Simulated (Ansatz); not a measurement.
# One shape, several levels: doublet [BF3]+

Wanted: a comparison of 6 runs (UB3LYP/6-31G*, U-r2SCAN/aug-cc-pVDZ, U-revPBE/aug-cc-pVDZ, UB2PLYP/aug-cc-pVDZ, UPBE0/aug-cc-pVDZ, RPA@PBE/aug-cc-pVDZ) of doublet [BF3]+. 

The results are computed with Ansatz 0.2.0.

37 further runs of the same task are left out: 1 that didn't finish, 36 set aside as unsound or not needed.

## 1. The molecule

The species is [BF3]+ (4 atoms), meant as a doublet with charge +1. SMILES of the parent species: `FB(F)F`. The shape is that of a PBE0-D4/def2-TZVP optimisation. That shape belongs to the parent species and isn't relaxed for this state.

Bond lengths: F1–B2 1.311 Å, B2–F3 1.311 Å, B2–F4 1.311 Å. Angles: F1–B2–F3 120.0°, F1–B2–F4 120.0°, F3–B2–F4 120.0°.

## 2. The energy at UB3LYP/6-31G(d) (Cartesian functions) (run 1)

Input file in.yaml:

```yaml
crystal:
  periodic: [false, false, false]
  atoms:
    - {symbol: F, position_ang: [0.543870, 0.210740, 1.174280]}
    - {symbol: B, position_ang: [0.000020, -0.000000, 0.000010]}
    - {symbol: F, position_ang: [-0.265170, -1.223510, -0.389620]}
    - {symbol: F, position_ang: [-0.278730, 1.012770, -0.784660]}
basis:
  gaussian: {orbitals: "6-31G*"}
total_charge: 1
magnetization: {spin_polarized: true, initial_magnetization: 1}
hamiltonian: {xc: {name: B3LYP}}
accuracy: high
output: {orbitals: {seedname: orbitals}}
```

Launch:

```
$ ansatz run in.yaml --threads 1 --pin off --max-ram 3480MiB --events-out events.jsonl --progress --plain --runs-dir runs
```

Output:

```text
Warning: RAYON_NUM_THREADS=1 ignored (pool sized by the plan → 1); use --threads N
Functional definition: B3LYP
  name "B3LYP"
  parameter a0 = 0.2
  parameter ax = 0.72
  parameter ac = 0.81
  exchange = (1 - a0 - ax)*slater_x + ax*b88_x + a0*exact_x
  correlation = (1 - ac)*vwn_rpa_c + ac*lyp_c
1195 factors; integrals over basis functions are off by at most 2.9e-9 eV
mean field evaluation 1: about -8812.0515 eV, gradient 4.1e1 eV
mean field evaluation 2: about -8808.6424 eV, gradient 5.4e1 eV
mean field evaluation 4: about -8816.7034 eV, gradient 5.5e-1 eV
mean field evaluation 8: about -8816.7386 eV, gradient 7.2e-2 eV
mean field evaluation 16: about -8816.7387 eV, gradient 9.1e-5 eV
mean field evaluation 32: about -8816.4876 eV, gradient 3.0e0 eV
mean field -8816.73866897 eV, -324.0091698845 hartree, gradient 6.1e-8 eV, S^2 0.754792; 2 other end points of the search recorded, 0 dependent functions left out
reference -8816.73869081 eV, -324.0091706873 hartree; 16, 15 occupied and 44, 45 virtual orbitals, 1195 factors
Total energy: -8816.73869081 eV, -324.0091706873 hartree
```

Wall time 4.8 s (1 thread of Arm Neoverse V2, shared host); peak memory 0.2 GiB.

## 3. The energy at U-r2SCAN/aug-cc-pVDZ (run 2)

Input file molecule.yaml:

```yaml
crystal:
  periodic: [false, false, false]
  atoms:
    - {symbol: F, position_ang: [0.543870, 0.210740, 1.174280]}
    - {symbol: B, position_ang: [0.000020, -0.000000, 0.000010]}
    - {symbol: F, position_ang: [-0.265170, -1.223510, -0.389620]}
    - {symbol: F, position_ang: [-0.278730, 1.012770, -0.784660]}
basis:
  gaussian:
    orbitals: aug-cc-pVDZ
magnetization:
  spin_polarized: true
  initial_magnetization: 1
total_charge: 1
output: {orbitals: {seedname: orbitals}}
hamiltonian:
  xc: {name: r2SCAN}
accuracy: high
```

Launch:

```
$ ansatz run molecule.yaml --threads 1 --pin off --max-ram 3480MiB --events-out events.jsonl --progress --plain --runs-dir runs
```

Output:

```text
Warning: RAYON_NUM_THREADS=1 ignored (pool sized by the plan → 1); use --threads N
Functional definition: r2SCAN
  name "r2SCAN"
  parameter k0 = 0.174
  parameter k1 = 0.065
  parameter a1 = 4.9479
  exchange = r2scan_x(k0 = k0, k1 = k1, a1 = a1)
  correlation = r2scan_c
1815 factors; integrals over basis functions are off by at most 3.4e-9 eV
mean field evaluation 1: about -8808.3515 eV, gradient 4.5e1 eV
mean field evaluation 2: about -8803.2113 eV, gradient 6.1e1 eV
mean field evaluation 4: about -8813.9590 eV, gradient 6.3e-1 eV
mean field evaluation 8: about -8813.9645 eV, gradient 4.6e-1 eV
mean field evaluation 16: about -8813.9654 eV, gradient 2.6e-5 eV
mean field evaluation 32: about -8813.8914 eV, gradient 4.3e0 eV
mean field -8813.96539309 eV, -323.9072538757 hartree, gradient 2.7e-8 eV, S^2 0.753972; 6 other end points of the search recorded, 0 dependent functions left out
reference -8813.96539913 eV, -323.9072540975 hartree; 16, 15 occupied and 76, 77 virtual orbitals, 1815 factors
Total energy: -8813.96539913 eV, -323.9072540975 hartree
```

Run time: 21 s. Hardware: 1 thread of Arm Neoverse V2, shared host; peak memory 0.4 GiB.

Runs 3 to 5 aren't shown in full; the table further down has their settings and results.

## 4. The energy at RPA@PBE/aug-cc-pVDZ (run 6)

Input file job.yaml:

```yaml
crystal:
  periodic: [false, false, false]
  atoms:
    - symbol: F
      position_ang: [0.543870, 0.210740, 1.174280]
    - symbol: B
      position_ang: [0.000020, -0.000000, 0.000010]
    - symbol: F
      position_ang: [-0.265170, -1.223510, -0.389620]
    - symbol: F
      position_ang: [-0.278730, 1.012770, -0.784660]
basis:
  gaussian:
    orbitals: aug-cc-pVDZ
magnetization:
  spin_polarized: true
  initial_magnetization: 1
accuracy: high
hamiltonian:
  xc: pbe
correlation:
  method: rpa
  frozen_orbitals: {B: 1, F: 1}
total_charge: 1
```

Launch:

```
$ ansatz run job.yaml --threads 1 --pin off --max-ram 3480MiB --events-out events.jsonl --progress --plain --runs-dir runs
```

Output, shortened:

```text
Warning: RAYON_NUM_THREADS=1 ignored (pool sized by the plan → 1); use --threads N
Functional definition: PBE
  name "PBE"
[...]
1815 factors; integrals over basis functions are off by at most 3.4e-9 eV
[...]
mean field -8809.32871191 eV, -323.7368589851 hartree, gradient 3.1e-8 eV, S^2 0.751941; 8 other end points of the search recorded, 0 dependent functions left out
4 core orbitals not correlated: weight in the atoms' cores, before any rotation towards them, 1.000 or more for the frozen orbitals, at most 0.000 for the correlated occupied ones
reference -8777.54285536 eV, -322.5687503023 hartree; 12, 11 occupied and 76, 77 virtual orbitals, 1815 factors
Total energy: -8806.43138380 eV, -323.6303841410 hartree
```

Wall time 17 s (1 thread of Arm Neoverse V2, shared host); peak memory 0.38 GiB.

## 5. Overview of the runs

| run | level | Cartesian functions | frozen core orbitals | energy (Eh) | HOMO energy (eV) | LUMO energy (eV) | ⟨S²⟩ | wall time |
| --- | --- | --- | --- | --- | --- | --- | --- | --- |
| 1 | UB3LYP/6-31G* (Cartesian functions) | yes | – | -324.009171 | -20.99 | -18.35 | 0.755 | 4.8 s |
| 2 | U-r2SCAN/aug-cc-pVDZ | no | – | -323.907254 | -20.35 | -19.12 | 0.754 | 21 s |
| 3 | U-revPBE/aug-cc-pVDZ | no | – | -323.947773 | -19.86 | -18.86 | 0.752 | 10 s |
| 4 | UB2PLYP/aug-cc-pVDZ | no | 4 | -323.802127 | -22.37 | -17.29 | 0.766 | 23 s |
| 5 | UPBE0/aug-cc-pVDZ | no | – | -323.711192 | -21.39 | -18.40 | 0.756 | 8.4 s |
| 6 | RPA@PBE/aug-cc-pVDZ | no | 4 | -323.630384 | – | – | 0.752 | 17 s |

## 6. What came out

| quantity | value |
| --- | --- |
| run 6: total energy | -323.63038 Eh |
| run 6: RPA correlation energy (valence) | -1061.6 mEh |
| run 6: ⟨S²⟩ of the reference determinant | 0.752 |

In words: Totals of different functionals can't be ranked against each other. All runs together took 84 s, the longest 23 s.
